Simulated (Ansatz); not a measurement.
# C2H4Ge (SMILES [CH]1=[CH][GeH2]1): functionals against CCSD(T) at one geometry

An exercise on one series of results from a longer session: the logs are not shown, and one member is left open.

The runs use Ansatz 0.2.0, Gaussian basis; single points in def2-TZVPP.

Cores are frozen in the correlated methods. Filled d shells of the heavier atoms are correlated.

## Where the work starts

7 atoms, charge 0, spin multiplicity 1.

Atoms are counted from 1 here; the program's logs count them from 0.

Bond lengths: C1–C2 1.363 Å, C1–Ge3 1.976 Å, C1–H4 1.102 Å, C2–Ge3 1.963 Å, C2–H5 1.078 Å, Ge3–H6 1.529 Å, Ge3–H7 1.529 Å. Angles: C2–C1–Ge3 69.3°, C2–C1–H4 130.7°, Ge3–C1–H4 160.0°, C1–C2–Ge3 70.3°, C1–C2–H5 141.0°, Ge3–C2–H5 148.7°, C1–Ge3–C2 40.5°, C1–Ge3–H6 111.2°, C1–Ge3–H7 110.6°, C2–Ge3–H6 121.8°, C2–Ge3–H7 122.3°, H6–Ge3–H7 115.2°.

Geometry (Å):

```mol
C2H4Ge
  3D, bonds by distance, orders not assigned

  7  7  0  0  0  0  0  0  0  0999 V2000
   -0.7900   -0.5452   -0.2050 C   0  0
    0.0645    0.0483   -1.0851 C   0  0
    0.6422    0.4204    0.7537 Ge  0  0
   -1.7021   -1.1383   -0.3779 H   0  0
    0.2244    0.1723   -2.1439 H   0  0
    0.0765    1.5939    1.5536 H   0  0
    1.5071   -0.5560    1.5514 H   0  0
  1  2  8  0
  1  3  8  0
  1  4  8  0
  2  3  8  0
  2  5  8  0
  3  6  8  0
  3  7  8  0
M  END
```

The first run:

run/in.yaml

```yaml
crystal:
  periodic: [false, false, false]
  atoms:
    - {symbol: C, position_ang: [-0.790000, -0.545200, -0.205000]}
    - {symbol: C, position_ang: [0.064500, 0.048300, -1.085100]}
    - {symbol: Ge, position_ang: [0.642200, 0.420400, 0.753700]}
    - {symbol: H, position_ang: [-1.702100, -1.138300, -0.377900]}
    - {symbol: H, position_ang: [0.224400, 0.172300, -2.143900]}
    - {symbol: H, position_ang: [0.076500, 1.593900, 1.553600]}
    - {symbol: H, position_ang: [1.507100, -0.556000, 1.551400]}
basis:
  gaussian: {orbitals: def2-TZVPP}
correlation: {method: ccsd_t}
output: {forces: true}
```

The command line of these runs was not kept.

Steps of the session up to this table: CCSD(T)/def2-TZVPP; PBE0-D4/def2-TZVPP; wB97M-V/def2-TZVPP; r2SCAN-D4/def2-TZVPP; PBE-D4/def2-TZVPP; BHLYP-D4/def2-TZVPP; revPBE-D4/def2-TZVPP.

One of the session's tables, all rows but one given; the rest of the session is left out.

```
   method  RMS force component (eV/Å)  angle to CCSD(T) forces (°)  dipole (D)
  CCSD(T)                       0.680                    reference        0.43
  PBE0-D4                       0.954                         10.3        0.40
  wB97M-V                       0.949                          8.6        0.42
r2SCAN-D4                       0.902                         11.2        0.40
   PBE-D4                       0.781                         14.9        0.39
 BHLYP-D4                           ?                            ?           ?
revPBE-D4                       0.717                         15.1        0.40
```

Estimate the missing values for BHLYP-D4.

The run gave: RMS force component (eV/Å): 1.074; angle to CCSD(T) forces (°): 9.8; dipole (D): 0.45. In the column «RMS force component (eV/Å)» it is the highest.
